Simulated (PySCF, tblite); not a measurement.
**C3H7FGeS2: geometry, infrared bands and NMR shifts**

Wanted: the infrared bands and NMR shifts of C3H7FGeS2 (`F[CH2][GeH]1[S]CC[S]1`), by calculation.

Computed with tblite 0.8.0 and PySCF 2.14.0, with density-fitted response routines of our own, on a single molecule in the gas phase. Atoms are numbered from 0 throughout.

## (1) The molecule as given

14 atoms, charge 0, multiplicity 1; geometry from: force field or distance geometry start.

Bonds of the start (Å): F0–C1 1.40, C1–Ge2 1.92, Ge2–S3 2.25, S3–C4 1.81, C4–C5 1.50, C5–S6 1.83, S6–Ge2 2.25, C1–H7 1.11, C1–H8 1.08, Ge2–H9 1.54, C4–H10 1.12, C4–H11 1.10, C5–H12 1.11, C5–H13 1.09.

## (2) Relaxing the molecule with GFN2-xTB

The job: settings as JSON, then the geometry in Å.

```
{"job": {"kind": "relax", "xc": "GFN2-xTB", "basis": "xTB"}, "charge": 0, "multiplicity": 1}
F      3.307400     0.712700     1.110300
C      2.519900     0.530800    -0.037500
Ge     1.006800    -0.524600     0.492600
S     -0.631000     0.725500     1.393000
C     -1.797800     0.683800     0.004800
C     -1.885300    -0.721900    -0.508000
S     -0.265000    -1.132500    -1.262200
H      3.103600    -0.059200    -0.776400
H      2.296800     1.498400    -0.471900
H      1.342300    -1.745500     1.366500
H     -2.798000     0.930700     0.438000
H     -1.497000     1.389700    -0.784100
H     -2.080200    -1.440900     0.318700
H     -2.623000    -0.847300    -1.306000
```

The run is started by

```console
$ OMP_NUM_THREADS=1 python probes_run.py task.json out
```

One launch serves the whole session: the jobs run in the order shown.

The log of the run:

```text
step      E/eV     max force
  0    -630.68727    2.202
  1    -630.81771    1.166
  2    -630.87576    0.451
  3    -630.90379    0.506
  4    -630.92109    0.337
  5    -630.92762    0.251
  6    -630.93157    0.145
  7    -630.93428    0.178
  8    -630.93731    0.143
  9    -630.94020    0.139
 10    -630.94238    0.105
 11    -630.94362    0.111
 12    -630.94467    0.100
 13    -630.94617    0.118
 14    -630.94824    0.154
 15    -630.95036    0.134
 16    -630.95180    0.070
 17    -630.95261    0.062
 18    -630.95330    0.078
 19    -630.95410    0.086
 20    -630.95483    0.061
 21    -630.95543    0.063
 22    -630.95607    0.074
 23    -630.95690    0.085
 24    -630.95789    0.085
 25    -630.95875    0.070
 26    -630.95926    0.061
 27    -630.95957    0.058
 28    -630.95992    0.061
 29    -630.96037    0.080
 30    -630.96080    0.070
 31    -630.96108    0.038
 32    -630.96123    0.032
 33    -630.96136    0.038
 34    -630.96153    0.040
 35    -630.96173    0.043
 36    -630.96195    0.043
 37    -630.96218    0.039
 38    -630.96246    0.048
 39    -630.96285    0.062
 40    -630.96332    0.056
 41    -630.96379    0.050
 42    -630.96417    0.040
 43    -630.96446    0.050
 44    -630.96472    0.047
 45    -630.96494    0.036
 46    -630.96514    0.040
 47    -630.96534    0.038
 48    -630.96552    0.043
 49    -630.96566    0.029
 50    -630.96576    0.029
 51    -630.96586    0.027
 52    -630.96598    0.031
 53    -630.96611    0.028
 54    -630.96625    0.035
 55    -630.96644    0.046
 56    -630.96668    0.052
 57    -630.96693    0.065
 58    -630.96720    0.054
 59    -630.96743    0.032
 60    -630.96768    0.062
 61    -630.96817    0.113
 62    -630.96899    0.156
 63    -630.96997    0.147
 64    -630.97083    0.079
 65    -630.97105    0.050
 66    -630.97136    0.071
 67    -630.97158    0.046
 68    -630.97188    0.027
 69    -630.97238    0.031
 70    -630.97270    0.064
 71    -630.97289    0.042
 72    -630.97306    0.041
 73    -630.97322    0.033
 74    -630.97329    0.050
 75    -630.97341    0.023
 76    -630.97347    0.021
 77    -630.97351    0.018
 78    -630.97356    0.017
 79    -630.97362    0.021
 80    -630.97366    0.017
 81    -630.97369    0.012
 82    -630.97370    0.009
```

It took 0.97 s on 1 thread of Arm Neoverse N1, shared host.

Along the way: (not every step is listed)

```csv
step,energy from step 0 (eV),largest force (eV/Å)
0,0.0000,2.2017
1,-0.1304,1.1656
2,-0.1885,0.4506
3,-0.2165,0.5056
4,-0.2338,0.3367
5,-0.2404,0.2505
6,-0.2443,0.1445
7,-0.2470,0.1784
8,-0.2500,0.1433
14,-0.2610,0.1537
20,-0.2676,0.0614
26,-0.2720,0.0607
32,-0.2740,0.0316
38,-0.2752,0.0485
44,-0.2775,0.0466
50,-0.2785,0.0294
56,-0.2794,0.0519
62,-0.2817,0.1556
68,-0.2846,0.0267
74,-0.2860,0.0500
77,-0.2862,0.0180
78,-0.2863,0.0175
79,-0.2863,0.0205
80,-0.2864,0.0169
81,-0.2864,0.0116
82,-0.2864,0.0093
```

Close pairs (by a distance rule), those that changed most:

```csv
bond,before (Å),after (Å),change (Å)
C1–Ge2,1.919,2.026,+0.106
F0–C1,1.404,1.373,-0.031
C4–H10,1.118,1.090,-0.028
C5–H12,1.113,1.089,-0.023
S3–C4,1.814,1.836,+0.022
C1–H7,1.111,1.091,-0.020
Ge2–S6,2.251,2.234,-0.017
Ge2–S3,2.249,2.235,-0.014
```

The next job starts from the end point, and lists it.

## (3) Infrared spectrum with GFN2-xTB

The job: settings as JSON, then the geometry in Å.

```
{"job": {"kind": "ir", "xc": "GFN2-xTB", "basis": "xTB"}, "charge": 0, "multiplicity": 1}
F      3.567773     0.194916     0.789718
C      2.550031     0.546527    -0.062201
Ge     0.904601    -0.448133     0.576033
S     -0.722910     0.820653     1.434083
C     -1.833273     0.639103    -0.016419
C     -1.868777    -0.781472    -0.529863
S     -0.227604    -1.324007    -1.139161
H      2.848241     0.250446    -1.069252
H      2.438694     1.631406    -0.010537
H      1.393307    -1.466913     1.604614
H     -2.819573     0.940361     0.335075
H     -1.499299     1.328469    -0.791879
H     -2.195249    -1.474233     0.245030
H     -2.536639    -0.857596    -1.387408
```

The log of the run:

```text
mode    cm-1     km/mol
  1      28.2      3.46
  2      54.8      2.32
  3     104.2      2.06
  4     124.3     19.35
  5     197.5      0.21
  6     229.0      0.20
  7     257.8     16.83
  8     355.7     17.64
  9     380.7     17.82
 10     427.7      5.19
 11     521.5     64.14
 12     542.5    123.09
 13     633.1    145.10
 14     650.7      3.72
 15     677.4      0.38
 16     708.0     78.15
 17     846.1      3.08
 18     930.2      1.54
 19    1023.4     55.52
 20    1034.5      0.74
 21    1082.7      1.95
 22    1136.5      0.01
 23    1168.2     12.36
 24    1217.2      7.42
 25    1231.1     12.13
 26    1255.0     12.56
 27    1403.0      1.52
 28    1430.7      7.61
 29    1440.7      1.05
 30    1802.9    311.47
 31    2950.6     16.43
 32    2957.8     16.47
 33    2978.6      1.97
 34    2990.5     14.68
 35    2996.9      3.62
 36    3000.4      5.93
```

Wall time 0.87 s (1 thread of Arm Neoverse N1, shared host).

Which atoms move in the most intense modes:

```csv
cm⁻¹,km/mol,atoms
124,19.4,"Ge2 35 %, S3 24 %, S6 14 %"
381,17.8,"S3 40 %, S6 37 %, Ge2 17 %"
522,64.1,"C1 47 %, H9 22 %, Ge2 17 %"
542,123.1,"H9 78 %, C1 10 %"
633,145.1,"H9 78 %, C1 12 %"
708,78.2,"H8 34 %, H7 32 %, C1 22 %"
1023,55.5,"C1 53 %, F0 42 %"
1803,311.5,H9 98 %
```

## (4) Nuclear shieldings: PBE0/pcSseg-1

Settings changed since step 3:

```diff
@@ -1,2 +1,2 @@
-{"job": {"kind": "ir", "xc": "GFN2-xTB", "basis": "xTB"}, "charge": 0, "multiplicity": 1}
+{"job": {"kind": "nmr", "xc": "PBE0", "basis": "pcSseg-1"}, "charge": 0, "multiplicity": 1}
 F      3.567773     0.194916     0.789718
```

With the program's defaults for keys left out, this is: GIAO PBE0/pcSseg-1 NMR shielding, non-relativistic, gas phase.

The log of the run:

```text
coarse grid: 58192 points
cycle   1  E = -3090.6541884289  dE =  3.726e-02  |g| = 9.862e-01  |ddm| = 3.586e+00
cycle   2  E = -3090.5801578152  dE =  7.403e-02  |g| = 1.167e+00  |ddm| = 1.343e+00
cycle   3  E = -3090.7442239503  dE = -1.641e-01  |g| = 1.346e-01  |ddm| = 9.019e-01
cycle   4  E = -3090.7474773186  dE = -3.253e-03  |g| = 4.907e-02  |ddm| = 1.544e-01
cycle   5  E = -3090.7478838425  dE = -4.065e-04  |g| = 8.628e-03  |ddm| = 3.775e-02
cycle   6  E = -3090.7478972144  dE = -1.337e-05  |g| = 2.738e-03  |ddm| = 9.925e-03
cycle   7  E = -3090.7478992194  dE = -2.005e-06  |g| = 5.186e-04  |ddm| = 3.468e-03
final grid: 119368 points
cycle   8  E = -3090.7479453914  dE =  9.722e-10  |g| = 6.798e-04  |ddm| = 1.910e-03
cycle   9  E = -3090.7479452561  dE =  1.353e-07  |g| = 9.994e-04  |ddm| = 1.785e-03
cycle  10  E = -3090.7479455127  dE = -2.566e-07  |g| = 5.438e-05  |ddm| = 1.005e-03
cycle  11  E = -3090.7479455134  dE = -7.267e-10  |g| = 1.303e-05  |ddm| = 6.365e-05
converged SCF energy = -3090.7479455134

GIAO shielding tensors (ppm)
atom      isotropic    diamagn.    paramagn.     s11        s22        s33       span
  0 F      444.562     469.722     -25.161    389.123    451.687    492.874    103.751
  1 C       97.994     247.606    -149.612     53.024     83.179    157.778    104.754
  2 Ge    1239.810    2755.542   -1515.732   1140.805   1255.341   1323.284    182.479
  3 S      596.418    1056.942    -460.524    463.739    553.089    772.426    308.687
  4 C      144.151     250.212    -106.061    111.688    151.984    168.781     57.093
  5 C      143.517     250.282    -106.765    108.696    153.276    168.579     59.883
  6 S      609.721    1057.257    -447.536    468.714    536.314    824.135    355.421
  7 H       26.540      28.972      -2.432     21.294     28.678     29.648      8.354
  8 H       26.465      29.072      -2.606     21.593     28.442     29.361      7.768
  9 H       25.463      27.792      -2.329     18.979     19.682     37.729     18.751
 10 H       28.607      29.030      -0.423     21.442     26.623     37.756     16.315
 11 H       29.232      30.505      -1.274     23.420     26.621     37.653     14.234
 12 H       29.174      29.843      -0.669     23.111     26.510     37.902     14.791
 13 H       28.588      29.095      -0.507     21.339     26.614     37.811     16.472
```

Wall time 47 s (1 thread of Arm Neoverse N1, shared host); peak memory 0.99 GiB.

Shifts follow as δ = σ(reference) − σ, with reference shieldings (ppm) from runs at the same level and on the same kind of geometry: ¹H TMS 31.72, ¹³C TMS 186.9, ¹⁹F CFCl3 170.9, ³³S CS2 504, ⁷³Ge GeMe4 1331. The references are single molecules in the gas phase, so shifts against H2O, NH3, PH3, H3PO4 or CFCl3 are not on the usual liquid scales and can be off by tens of ppm. Atoms listed in one row are averaged.

```csv
atoms,environment,σ (ppm),δ (ppm)
C1,sp3 CH2 bonded to F and Ge,98.0,88.9
"C4, C5",sp3 CH2 bonded to S,143.8,43.1
H9,"hydrogen on a germanium bonded to C, 2 S, in a 5-membered ring",25.46,6.25
"H7, H8",hydrogen on an sp3 CH2 bonded to F and Ge,26.50,5.21
"H10, H12",hydrogen on an sp3 CH2 bonded to S,28.89,2.83
"H11, H13",hydrogen on an sp3 CH2 bonded to S,28.91,2.81
F0,fluorine on an sp3 carbon,444.6,-273.6
Ge2,"germanium bonded to C, 2 S, H, in a 5-membered ring",1240,91
"S3, S6","sulfur bonded to C, Ge, in a 5-membered ring",603,-99
```

Charges from the same density, by scheme (e):

```csv
atoms,Mulliken,IAO,Hirshfeld,ESP fit
F0,-0.33,-0.32,-0.12,-0.24
C1,-0.07,-0.20,-0.05,0.14
Ge2,0.38,0.62,0.32,0.42
"S3, S6",-0.18,-0.17,-0.11,-0.26
"C4, C5",-0.30,-0.33,-0.07,-0.26
```

Mayer bond orders: F0–C1 0.85, C1–Ge2 0.91, Ge2–S3 1.01, S3–C4 0.98, C4–C5 1.00, C5–S6 0.99, S6–Ge2 1.00.

Ring of atoms Ge2, S3, C4, C5, S6: NICS(0) -10.4, NICS(1) -5.8, NICS(1)zz -3.8 ppm (means of both faces).

## (5) What came out

```
                                                               quantity                       value
                              strongest single infrared mode (GFN2-xTB)       1803 cm⁻¹, 311 km/mol
                                           zero-point energy (GFN2-xTB)               58.3 kcal/mol
¹³C shifts against TMS (PBE0/pcSseg-1, means over atoms taken as alike)              88.9, 43.1 ppm
 ¹H shifts against TMS (PBE0/pcSseg-1, means over atoms taken as alike)  6.25, 5.21, 2.83, 2.81 ppm
                               ¹⁹F shifts against CFCl3 (PBE0/pcSseg-1)                  -273.6 ppm
                              ⁷³Ge shifts against GeMe4 (PBE0/pcSseg-1)                      91 ppm
³³S shifts against CS2 (PBE0/pcSseg-1, means over atoms taken as alike)                     -99 ppm
```

In words: The optimisation took 82 steps and gained 0.286 eV; among the close pairs (by a distance rule), C1–Ge2 changed most, from 1.919 to 2.026 Å. All 36 modes are real, so the xTB geometry is a minimum. The strongest single mode, at 1803 cm⁻¹, moves mainly H9. GFN2-xTB is a fitted tight-binding method: band positions and strengths are rough. Its intensities can rank the bands wrongly. The most deshielded carbon is C1 (sp3 CH2 bonded to F and Ge), at 88.9 ppm: pulled downfield by the heteroatom. At PBE0/pcSseg-1: Shielding is most anisotropic at S3, S6 (span 332 ppm, paramagnetic term -454 ppm). Spin-orbit coupling is left out, which matters for shieldings and couplings at and beside the heavy atoms.
